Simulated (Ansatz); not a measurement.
Geometry optimisation, Ansatz 0.2.0, DFT PBE, scalar-relativistic, plane waves, PAW.

Input file:

```yaml
accuracy: low
crystal:
  lattice:
    - [0.0, 5.43, 5.43]
    - [5.43, 0.0, 5.43]
    - [5.43, 5.43, 0.0]
  atoms:
    - { symbol: Si, position: [0.0, 0.0, 0.0] }
    - { symbol: Si, position: [0.125, 0.125, 0.125] }
    - { symbol: Si, position: [0.0, 0.0, 0.5] }
    - { symbol: Si, position: [0.125, 0.125, 0.625] }
    - { symbol: Si, position: [0.0, 0.5, 0.0] }
    - { symbol: Si, position: [0.125, 0.625, 0.125] }
    - { symbol: Si, position: [0.0, 0.5, 0.5] }
    - { symbol: Si, position: [0.125, 0.625, 0.625] }
    - { symbol: Si, position: [0.5, 0.0, 0.0] }
    - { symbol: Si, position: [0.625, 0.125, 0.125] }
    - { symbol: Si, position: [0.5, 0.0, 0.5] }
    - { symbol: Si, position: [0.625, 0.125, 0.625] }
    - { symbol: Si, position: [0.5, 0.5, 0.0] }
    - { symbol: Si, position: [0.625, 0.625, 0.125] }
    - { symbol: Si, position: [0.5, 0.5, 0.5] }
    - { symbol: Si, position: [0.625, 0.625, 0.625] }
    - { symbol: C, position: [0.2543214, 0.2377359, 0.7647635], spin: 1.0 }
magnetization:
  spin_polarized: true
basis:
  ecutwfc: 420.0
kpoints:
  mp_grid: { grid: [2, 2, 2] }
hamiltonian:
  xc: pbe
  pseudopotentials: { kind: paw, azcp: { folder: soft_1 } }
scf:
  occupations: { method: fermi_dirac, width: 0.05 }
  lower_state_search: "off"
relax:
  f_tol: 0.08
  max_steps: 25
  adjacent_minimum: "off"
output:
  write_density: true
  write_potential: true
  elf: true
  volumetric_format: npy
```

Command:

```bash
$ ansatz run input.yaml --threads 1 --pin off --max-ram 3072MiB --backend cpu --events-out ev --progress --plain --runs-dir out
```

Question: Where does it end, and by what steps?

Answer: It converged. Limits of this set-up: coarse k mesh, a small cell, in which the defect meets its images, low accuracy level. After 13 steps the energy has fallen by 1.577 eV; C17 moved furthest, 1.59 Å. Joined: Si9–C17 (2.61 → 1.76 Å).

```json
{"step": "0", "energy less start (eV)": "0.0000", "largest force component (eV/Å)": "0.555", "accepted": "yes"}
{"step": "1", "energy less start (eV)": "-0.1165", "largest force component (eV/Å)": "0.367", "accepted": "yes"}
{"step": "2", "energy less start (eV)": "-0.2223", "largest force component (eV/Å)": "0.260", "accepted": "yes"}
{"step": "3", "energy less start (eV)": "-0.2650", "largest force component (eV/Å)": "0.269", "accepted": "yes"}
{"step": "4", "energy less start (eV)": "-0.3645", "largest force component (eV/Å)": "0.680", "accepted": "yes"}
{"step": "5", "energy less start (eV)": "-0.6583", "largest force component (eV/Å)": "0.933", "accepted": "yes"}
{"step": "6", "energy less start (eV)": "-0.9296", "largest force component (eV/Å)": "1.009", "accepted": "yes"}
{"step": "7", "energy less start (eV)": "-1.1571", "largest force component (eV/Å)": "1.048", "accepted": "yes"}
{"step": "8", "energy less start (eV)": "-1.3511", "largest force component (eV/Å)": "1.199", "accepted": "yes"}
{"step": "9", "energy less start (eV)": "-1.4342", "largest force component (eV/Å)": "1.326", "accepted": "yes"}
{"step": "10", "energy less start (eV)": "-1.5534", "largest force component (eV/Å)": "0.173", "accepted": "yes"}
{"step": "11", "energy less start (eV)": "-1.5688", "largest force component (eV/Å)": "0.207", "accepted": "yes"}
{"step": "12", "energy less start (eV)": "-1.5760", "largest force component (eV/Å)": "0.127", "accepted": "yes"}
{"step": "13", "energy less start (eV)": "-1.5773", "largest force component (eV/Å)": "0.013", "accepted": "yes"}
```

```xyz
17
Lattice="0.0000 5.4300 5.4300 5.4300 0.0000 5.4300 5.4300 5.4300 0.0000" Properties=species:S:1:pos:R:3
Si -0.044 -0.156 0.043
Si 1.232 1.116 1.491
Si 2.716 2.418 -0.002
Si 4.035 3.844 1.317
Si 2.682 -0.142 2.778
Si 4.101 1.207 4.066
Si 5.434 2.579 2.715
Si 6.830 3.847 4.111
Si -0.015 3.452 2.698
Si 1.526 4.127 4.237
Si 2.761 5.274 2.667
Si 4.209 6.545 3.944
Si 2.718 2.512 5.429
Si 3.884 4.166 6.595
Si 5.497 5.288 5.393
Si 6.785 6.637 6.812
C 5.394 7.120 2.677
```

Whether the end is a true minimum wasn't checked by a vibrational analysis.

Run time: 4.7 min on 1 thread of Arm Neoverse V2, on a shared host, peak memory 0.68 GiB.
